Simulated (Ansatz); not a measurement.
**C₂H₁₁GaNOSbSi: small, medium and large basis sets**

Aim: see how fast density functionals converge with the basis set for C₂H₁₁GaNOSbSi.

The runs use Ansatz 0.2.0, Gaussian basis; one geometry, several basis sets.

The runs, in order: PBE0-D4/def2-SVP; ωB97M-V/def2-SVP; PBE0-D4/def2-QZVPP; ωB97M-V/def2-QZVPP; the functionals' def2-TZVPP values are taken from earlier runs.

## 1. The relaxed structure

The geometry comes from an earlier relaxation with PBE0-D4 in a triple-zeta def2 set; it is a stationary point, not always the lowest conformer. Sb takes the def2 core potential; no spin-orbit term is included.

SMILES `[CH3][SbH][C](N)([GaH2])O[SiH3]`, 18 atoms, charge 0, spin multiplicity 1.

Atoms are counted from 1 here; the program's logs count them from 0.

Bond lengths: C1–Sb2 2.155 Å, C1–H8 1.091 Å, C1–H9 1.090 Å, C1–H10 1.089 Å, Sb2–C3 2.193 Å, Sb2–H11 1.720 Å, C3–N4 1.413 Å, C3–Ga5 2.030 Å, C3–O6 1.475 Å, N4–H12 1.014 Å, N4–H13 1.014 Å, Ga5–H14 1.574 Å, Ga5–H15 1.570 Å, O6–Si7 1.629 Å, Si7–H16 1.483 Å, Si7–H17 1.480 Å, Si7–H18 1.529 Å. Angles: Sb2–C1–H8 109.1°, Sb2–C1–H9 109.5°, Sb2–C1–H10 109.2°, H8–C1–H9 108.8°, H8–C1–H10 110.3°, H9–C1–H10 110.0°, C1–Sb2–C3 94.4°, C1–Sb2–H11 94.0°, C3–Sb2–H11 92.1°, Sb2–C3–N4 110.2°, Sb2–C3–Ga5 112.0°, Sb2–C3–O6 106.7°, N4–C3–Ga5 106.6°, N4–C3–O6 111.4°, Ga5–C3–O6 110.0°, C3–N4–H12 113.3°, C3–N4–H13 113.9°, H12–N4–H13 109.7° and more.

Coordinates:

```
C    -0.6812   -2.0893   -1.7692
Sb    0.2169   -1.9355    0.1838
C     0.5042    0.2357    0.0676
N     1.2915    0.5640   -1.0584
Ga   -1.2558    1.2247   -0.1471
O     1.1618    0.6436    1.3229
Si    0.1783    1.1383    2.5243
H    -1.7391   -1.8346   -1.6963
H    -0.5911   -3.1136   -2.1307
H    -0.1752   -1.4073   -2.4514
H     1.8091   -2.2409   -0.3911
H     1.4283    1.5619   -1.1752
H     2.1880    0.0905   -1.0847
H    -1.1288    2.6798   -0.7338
H    -2.6355    0.4855   -0.0260
H    -0.4013    0.0489    3.3474
H     0.8509    2.1470    3.3723
H    -1.0207    1.8012    1.8456
```

## 2. PBE0-D4 in def2-SVP

in.yaml reads:

```yaml
crystal:
  periodic: [false, false, false]
  atoms:
    - {symbol: C, position_ang: [-0.681239, -2.089290, -1.769184]}
    - {symbol: Sb, position_ang: [0.216854, -1.935517, 0.183802]}
    - {symbol: C, position_ang: [0.504165, 0.235667, 0.067604]}
    - {symbol: N, position_ang: [1.291483, 0.564019, -1.058364]}
    - {symbol: Ga, position_ang: [-1.255847, 1.224706, -0.147129]}
    - {symbol: O, position_ang: [1.161830, 0.643646, 1.322937]}
    - {symbol: Si, position_ang: [0.178256, 1.138265, 2.524254]}
    - {symbol: H, position_ang: [-1.739129, -1.834551, -1.696328]}
    - {symbol: H, position_ang: [-0.591070, -3.113642, -2.130670]}
    - {symbol: H, position_ang: [-0.175233, -1.407332, -2.451397]}
    - {symbol: H, position_ang: [1.809131, -2.240894, -0.391097]}
    - {symbol: H, position_ang: [1.428347, 1.561941, -1.175175]}
    - {symbol: H, position_ang: [2.187956, 0.090456, -1.084690]}
    - {symbol: H, position_ang: [-1.128843, 2.679762, -0.733833]}
    - {symbol: H, position_ang: [-2.635501, 0.485548, -0.026012]}
    - {symbol: H, position_ang: [-0.401317, 0.048942, 3.347434]}
    - {symbol: H, position_ang: [0.850862, 2.147030, 3.372274]}
    - {symbol: H, position_ang: [-1.020708, 1.801245, 1.845575]}
basis:
  gaussian: {orbitals: def2-SVP}
hamiltonian: {xc: pbe0, dispersion: d4}
output: {orbitals: {seedname: orbitals}}
```

Command:

```console
ansatz run in.yaml --threads 5 --pin off --events-out ev --progress --plain --max-ram 66560MiB --backend cpu
```

Further steps of the session: ωB97M-V in def2-SVP; PBE0-D4 in def2-QZVPP; ωB97M-V in def2-QZVPP.

Q: Predict the results of all the runs planned. Wanted: PBE0-D4: double and triple zeta above quadruple; ωB97M-V: double and triple zeta above quadruple.

As calculated:

| quantity | value |
| --- | --- |
| PBE0-D4: double and triple zeta above quadruple | 18.41, 1.85 eV |
| ωB97M-V: double and triple zeta above quadruple | 18.62, 1.78 eV |

What this shows: PBE0-D4 gains 16.56 eV from double to triple zeta, then 1.85 eV more. These are total energies; as a rule much of such shifts cancels in differences, which this series doesn't test.
